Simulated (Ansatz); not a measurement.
# V (diamond type): a single-point run

Aim: a sound single-point run of V (diamond type). The structure is shown as the input types it.

Program: Ansatz 0.2.0. Level of theory: DFT, LDA, PAW with Ansatz's default frozen-core files, scalar-relativistic. These are calculated values, not measurements.

1 further run of the same task is left out (it didn't finish). Runs told in other sessions of the task aren't counted.

## Step 1: The structure to begin with

Symmetry: Fd-3m, No. 227, cubic system. Conventional cell: a = 4.297 Å, b = 4.297 Å, c = 4.297 Å, α = 90.00°, β = 90.00°, γ = 90.00°. V (site symmetry -43m) is surrounded by 4 V at 1.86 Å.

Coordinates:

```
CELL_PARAMETERS angstrom
0.00000 2.14844 2.14844
2.14844 0.00000 2.14844
2.14844 2.14844 0.00000
ATOMIC_POSITIONS crystal
V 0.87500 0.87500 0.87500
V 0.12500 0.12500 0.12500
```

## Step 2: The calculation

input.yaml reads:

```yaml
crystal:
  lattice:
    - [0.0, 2.148438515, 2.148438515]
    - [2.148438515, 0.0, 2.148438515]
    - [2.148438515, 2.148438515, 0.0]
  atoms:
    - { symbol: V, position: [-0.125, -0.125, -0.125] }
    - { symbol: V, position: [0.125, 0.125, 0.125] }
kpoints:
  mp_grid: { grid: [13, 13, 13] }
scf:
  occupations: { method: fermi_dirac, width: 0.05 }
  mixing: { algorithm: anderson, beta: 0.95, ndim: 1, preconditioner: none }
  max_iter: 100
hamiltonian:
  xc: lda
  pseudopotentials: { kind: paw }
output:
  forces: true
  stress: true
  eigenvalues: true
  populations: true
```

Launch:

```sh
> ansatz run input.yaml --threads 1 --pin off --max-ram 2048MiB --backend cpu --events-out ev --progress --plain --runs-dir out
```

Q: Will this input give a usable result? If not, why, and what should change?

This run ends as converged. It gives a pressure of 118 GPa, which is large; a structure far from rest gives such values too, whatever the setting.

The suspect setting: scf.mixing.algorithm is anderson; scf.mixing.beta is 0.95; scf.mixing.ndim is 1; scf.mixing.preconditioner is none. The risk: mixing too aggressive. Here it converged all the same; such a setting changes the road, not the converged state. Several mixing settings were changed at once, so this run can't tell how much each is to blame.

Run again and compare: delete scf.mixing.algorithm, scf.mixing.beta, scf.mixing.ndim and scf.mixing.preconditioner (the default then holds).
